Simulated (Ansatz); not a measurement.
# F3N: atomisation energy, by script

Aim: an atomisation energy, for F3N, run from a script.

Program: Ansatz 0.2.0, driven from Python. Level of theory: MP2/def2-SVP. These are calculated values, not measurements.

### Step 1. The system

Bond lengths: F1–N2 1.379 Å, N2–F3 1.379 Å, N2–F4 1.379 Å. Angles: F1–N2–F3 110.4°, F1–N2–F4 110.4°, F3–N2–F4 110.4°.

Input file f3n.xyz:

```xyz
4

F     1.27590   -0.28620   -0.10860
N    -0.00030   -0.00040    0.32860
F    -0.38980    1.24820   -0.10850
F    -0.88580   -0.96160   -0.11150
```

### Step 2. Script

File tae_f3n.py:

```python
# -*- coding: utf-8 -*-
"""Atomisation energy of F3N at the given geometry."""

from collections import Counter

import ansatz as az

params = {
    "basis_set": "def2-SVP",
    "method": "MP2",
}


def energy_of(molecule, charge=0, unpaired=0):
    calc = (
        molecule.calculation()
        .basis(gaussian=params["basis_set"])
        .correlation(params["method"])
    )
    if charge:
        calc = calc.charge(charge)
    if unpaired:
        calc = calc.spin("collinear", total=unpaired)
    return calc.run(threads=1, pin="off").report["free_energy_ev"]


def main():
    molecule = az.Crystal.molecule_from_extxyz("f3n.xyz")

    # Hund ground states
    unpaired = {"F": 1, "N": 3}
    counts = Counter(site.symbol for site in molecule.cartesian_sites)
    atom_energy = {s: energy_of(az.Crystal.molecule().atom(s, (0, 0, 0)), 0, unpaired[s]) for s in counts}
    whole = energy_of(molecule, 0, 0)
    for s, e in atom_energy.items():
        print(f"{s:2s} x{counts[s]}  {e:14.5f} eV")
    print(f"F3N: {whole:.5f} eV")
    split = sum(counts[s] * e for s, e in atom_energy.items()) - whole
    print(f"atomisation energy (no zero-point term): {split:.3f} eV, {split / sum(counts.values()):.3f} eV an atom")


if __name__ == "__main__":
    main()
```

### Step 3. Launch

Command:

```sh
$ python tae_f3n.py
```

**Question.** What does it cost to take this molecule apart into atoms?

**Answer**, as computed:

| quantity | value |
| --- | --- |
| atomisation energy, no zero point | 7.522 eV |
| runs compared | 3 |

**Reading.** Zero-point motion and spin-orbit terms of the atoms are left out, and both would lower it. 7.522 eV from the electronic energies, without the zero-point term. Caveats:
- The geometry is a force-field or estimated start, not a minimum of this method, and the basis set is short of its limit. All parts are taken at fixed geometry, without zero-point energy.
- In double-zeta sets correlated atomisation energies come out some 10 to 15 % low.
